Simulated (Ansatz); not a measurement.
**C3H8Sn (SMILES C=C[CH2][SnH3]): CCSD(T)/def2-SVP (core potential)**

Aim: the vertical singlet–triplet gap of C3H8Sn at CCSD(T)/def2-SVP (core potential), from 2 runs. 

The results are computed with Ansatz 0.2.0.

19 further runs of the same task are left out: 19 set aside as unsound or not needed. Runs told in other sessions of the task aren't counted.

**1. The molecule**

The species is C3H8Sn (12 atoms), meant as a singlet with charge 0. SMILES: `C=C[CH2][SnH3]`. The coordinates come from a PBE0-D4/def2-TZVP relaxation. This is one conformer, not always the lowest.

Bond lengths: C1–C2 1.329 Å, C2–C3 1.481 Å, C3–Sn4 2.165 Å, C1–H5 1.086 Å, C1–H6 1.083 Å, C2–H7 1.089 Å, C3–H8 1.092 Å, C3–H9 1.092 Å, Sn4–H10 1.707 Å, Sn4–H11 1.709 Å, Sn4–H12 1.711 Å. Some angles: C1–C2–C3 125.6°, C2–C3–Sn4 110.4°, C1–C2–H7 118.4°, C3–C2–H7 115.9°, C2–C1–H5 121.5°, C2–C1–H6 121.4°, C2–C3–H8 111.9°, C2–C3–H9 111.9°, Sn4–C3–H8 106.6°, Sn4–C3–H9 107.2°.

**2. The energy at CCSD(T)/def2-SVP (core potential)**

job.yaml reads:

```yaml
crystal:
  periodic: [false, false, false]
  atoms:
    - symbol: C
      position_ang: [-0.307500, 2.071300, -0.123900]
    - symbol: C
      position_ang: [-0.369900, 0.952500, 0.590800]
    - symbol: C
      position_ang: [0.654800, -0.116300, 0.612000]
    - symbol: Sn
      position_ang: [0.003100, -1.811000, -0.566700]
    - symbol: H
      position_ang: [0.550100, 2.297900, -0.750200]
    - symbol: H
      position_ang: [-1.111600, 2.796900, -0.106600]
    - symbol: H
      position_ang: [-1.256100, 0.775000, 1.198400]
    - symbol: H
      position_ang: [0.834100, -0.489500, 1.622900]
    - symbol: H
      position_ang: [1.605000, 0.222000, 0.194100]
    - symbol: H
      position_ang: [-0.082800, -1.335700, -2.204000]
    - symbol: H
      position_ang: [-1.543300, -2.305600, -0.033900]
    - symbol: H
      position_ang: [1.100900, -3.112500, -0.399000]
basis:
  gaussian:
    orbitals: def2-SVP
correlation:
  method: ccsd_t
  frozen_orbitals: {C: 1, H: 0, Sn: 4}
accuracy: high
scf:
  omitted_lower_state_checks: [cluster_reference, increment]
```

Started as:

```
$ ansatz run job.yaml --threads 1 --pin off --max-ram 2610MiB --events-out events.jsonl --progress --plain --runs-dir runs
```

Standard output:

```text
Warning: RAYON_NUM_THREADS=1 ignored (pool sized by the plan → 1); use --threads N
Functional definition: HF
  name "HF"
  exchange = exact_x
  correlation = 0
these checks for a lower state are left out or cut short: cluster_reference, increment
2722 factors; integrals over basis functions are off by at most 7.9e-9 eV
mean field evaluation 1: about -9016.9353 eV, gradient 2.8e1 eV
mean field evaluation 2: about -9017.0546 eV, gradient 2.8e1 eV
mean field evaluation 4: about -9019.5639 eV, gradient 2.9e0 eV
mean field evaluation 8: about -9019.5979 eV, gradient 2.3e-1 eV
mean field -9019.59812594 eV, -331.4641174251 hartree, gradient 6.3e-8 eV, S^2 0.000000; 0 other end points of the search recorded, 0 dependent functions left out
7 core orbitals not correlated: weight in the atoms' cores, before any rotation towards them, 1.000 or more for the frozen orbitals, at most 0.000 for the correlated occupied ones
reference -9019.59812594 eV, -331.4641174251 hartree; 17, 17 occupied and 84, 84 virtual orbitals, 2722 factors
second order -14.53366701 eV of doubles, -0.00000000 eV of singles
cycle   1  -15.50951498 eV  change   -9.8e-1 eV  update   9.3e-2
cycle   2  -16.02966672 eV  change   -5.2e-1 eV  update   3.1e-2
cycle   3  -16.10692772 eV  change   -7.7e-2 eV  update   1.1e-2
cycle   4  -16.10697308 eV  change   -4.5e-5 eV  update   3.5e-3
cycle   5  -16.10704618 eV  change   -7.3e-5 eV  update   1.0e-3
cycle   6  -16.10697366 eV  change    7.3e-5 eV  update   3.5e-4
cycle   7  -16.10698410 eV  change   -1.0e-5 eV  update   1.0e-4
cycle   8  -16.10701382 eV  change   -3.0e-5 eV  update   4.3e-5
cycle   9  -16.10701280 eV  change    1.0e-6 eV  update   1.4e-5
cycle  10  -16.10700808 eV  change    4.7e-6 eV  update   4.2e-6
cycle  11  -16.10700961 eV  change   -1.5e-6 eV  update   1.6e-6
cycle  12  -16.10700980 eV  change   -1.9e-7 eV  update   4.0e-7
cycle  13  -16.10701014 eV  change   -3.4e-7 eV  update   1.4e-7
cycle  14  -16.10701021 eV  change   -6.9e-8 eV  update   6.1e-8
cycle  15  -16.10701022 eV  change   -1.1e-8 eV  update   3.6e-8
cycle  16  -16.10701023 eV  change   -9.5e-9 eV  update   2.6e-8
cycle  17  -16.10701038 eV  change   -1.5e-7 eV  update   1.4e-7
cycle  18  -16.10701038 eV  change   -3.5e-9 eV  update   3.4e-8
cycle  19  -16.10701040 eV  change   -2.0e-8 eV  update   1.0e-8
cycle  20  -16.10701041 eV  change   -4.9e-9 eV  update   3.8e-9
cycle  21  -16.10701041 eV  change   -1.2e-9 eV  update   1.1e-9
perturbative correction -0.53521404 eV, -0.0196687531 hartree
Total energy: -9036.24035039 eV, -332.0757078930 hartree
Checks for a lower state left out: cluster_reference, increment
```

Wall time 1.7 min (1 thread of Arm Neoverse V1, shared host); peak memory 1 GiB.

**3. The triplet**

run.yaml reads:

```yaml
basis:
  gaussian: {orbitals: def2-SVP}
crystal:
  periodic: [false, false, false]
  atoms:
    - {symbol: C, position_ang: [-0.307500, 2.071300, -0.123900]}
    - {symbol: C, position_ang: [-0.369900, 0.952500, 0.590800]}
    - {symbol: C, position_ang: [0.654800, -0.116300, 0.612000]}
    - {symbol: Sn, position_ang: [0.003100, -1.811000, -0.566700]}
    - {symbol: H, position_ang: [0.550100, 2.297900, -0.750200]}
    - {symbol: H, position_ang: [-1.111600, 2.796900, -0.106600]}
    - {symbol: H, position_ang: [-1.256100, 0.775000, 1.198400]}
    - {symbol: H, position_ang: [0.834100, -0.489500, 1.622900]}
    - {symbol: H, position_ang: [1.605000, 0.222000, 0.194100]}
    - {symbol: H, position_ang: [-0.082800, -1.335700, -2.204000]}
    - {symbol: H, position_ang: [-1.543300, -2.305600, -0.033900]}
    - {symbol: H, position_ang: [1.100900, -3.112500, -0.399000]}
correlation: {method: ccsd_t, frozen_orbitals: {C: 1, H: 0, Sn: 4}}
magnetization: {spin_polarized: true, initial_magnetization: 2}
accuracy: high
scf: {omitted_lower_state_checks: [cluster_reference, increment]}
```

Started as:

```
$ ansatz run run.yaml --threads 1 --pin off --max-ram 2610MiB --events-out events.jsonl --progress --plain --runs-dir runs
```

Standard output:

```text
Warning: RAYON_NUM_THREADS=1 ignored (pool sized by the plan → 1); use --threads N
[... 4 set-up lines as earlier in the session ...]
these checks for a lower state are left out or cut short: cluster_reference, increment
2722 factors; integrals over basis functions are off by at most 7.9e-9 eV
mean field evaluation 1: about -9011.8777 eV, gradient 2.1e1 eV
mean field evaluation 2: about -9012.0061 eV, gradient 2.1e1 eV
mean field evaluation 4: about -9015.7328 eV, gradient 3.6e0 eV
mean field evaluation 8: about -9016.1927 eV, gradient 3.3e-1 eV
mean field evaluation 16: about -9016.1951 eV, gradient 2.2e-8 eV
mean field -9016.19510075 eV, -331.3390585560 hartree, gradient 2.3e-8 eV, S^2 2.023807; 0 other end points of the search recorded, 0 dependent functions left out
7 core orbitals not correlated: weight in the atoms' cores, before any rotation towards them, 1.000 or more for the frozen orbitals, at most 0.000 for the correlated occupied ones
reference -9016.19510075 eV, -331.3390585560 hartree; 18, 16 occupied and 83, 85 virtual orbitals, 2722 factors
second order -13.38201596 eV of doubles, -0.00000000 eV of singles
cycle   1  -14.58677526 eV  change    -1.2e0 eV  update   9.2e-2
cycle   2  -15.09260969 eV  change   -5.1e-1 eV  update   3.2e-2
cycle   3  -15.17152416 eV  change   -7.9e-2 eV  update   1.8e-2
cycle   4  -15.17503081 eV  change   -3.5e-3 eV  update   9.6e-3
cycle   5  -15.17776630 eV  change   -2.7e-3 eV  update   5.7e-3
cycle   6  -15.17982914 eV  change   -2.1e-3 eV  update   2.7e-3
cycle   7  -15.18049457 eV  change   -6.7e-4 eV  update   1.2e-3
cycle   8  -15.18073489 eV  change   -2.4e-4 eV  update   5.8e-4
cycle   9  -15.18056216 eV  change    1.7e-4 eV  update   2.9e-4
cycle  10  -15.18054631 eV  change    1.6e-5 eV  update   1.3e-4
cycle  11  -15.18058884 eV  change   -4.3e-5 eV  update   6.2e-5
cycle  12  -15.18059103 eV  change   -2.2e-6 eV  update   3.0e-5
cycle  13  -15.18059533 eV  change   -4.3e-6 eV  update   1.4e-5
cycle  14  -15.18058542 eV  change    9.9e-6 eV  update   5.9e-6
cycle  15  -15.18058155 eV  change    3.9e-6 eV  update   2.7e-6
cycle  16  -15.18058128 eV  change    2.7e-7 eV  update   1.4e-6
cycle  17  -15.18058122 eV  change    5.8e-8 eV  update   6.6e-7
cycle  18  -15.18058101 eV  change    2.0e-7 eV  update   3.4e-7
cycle  19  -15.18058069 eV  change    3.3e-7 eV  update   1.9e-7
cycle  20  -15.18058060 eV  change    8.9e-8 eV  update   9.5e-8
cycle  21  -15.18058057 eV  change    2.6e-8 eV  update   5.6e-8
cycle  22  -15.18058058 eV  change   -8.7e-9 eV  update   3.7e-8
cycle  23  -15.18058070 eV  change   -1.1e-7 eV  update   9.6e-8
cycle  24  -15.18058068 eV  change    1.5e-8 eV  update   3.1e-8
cycle  25  -15.18058068 eV  change    1.4e-9 eV  update   1.4e-8
cycle  26  -15.18058067 eV  change    6.7e-9 eV  update   7.7e-9
cycle  27  -15.18058067 eV  change    4.2e-9 eV  update   3.6e-9
cycle  28  -15.18058067 eV  change    2.1e-9 eV  update   1.7e-9
perturbative correction -0.43596191 eV, -0.0160213047 hartree
Total energy: -9031.81164333 eV, -331.9129559104 hartree
Checks for a lower state left out: cluster_reference, increment
```

It took 7.9 min on 1 thread of Arm Neoverse V1, shared host; peak memory 2.3 GiB.

**4. What came out**

At CCSD(T)/def2-SVP (core potential), 7 core orbitals frozen:

| quantity | value |
| --- | --- |
| singlet: total energy | -332.07571 Eh |
| singlet: correlation energy (7 core orbitals frozen) | -611.6 mEh |
| singlet: (T) correction | -19.67 mEh |
| singlet: T1 diagnostic | 0.009 |
| triplet: total energy | -331.91296 Eh |
| triplet: correlation energy (7 core orbitals frozen) | -573.9 mEh |
| triplet: (T) correction | -16.02 mEh |
| triplet: ⟨S²⟩ of the reference determinant | 2.024 |
| triplet: T1 diagnostic | 0.015 |
| vertical energy of the triplet above the singlet | 4.429 eV |

What this shows: At this shape the triplet lies 4.43 eV (102 kcal/mol) above the singlet. The triples (singlet) make up 3.2 % of the correlation energy. The triples (triplet) make up 2.8 % of the correlation energy.
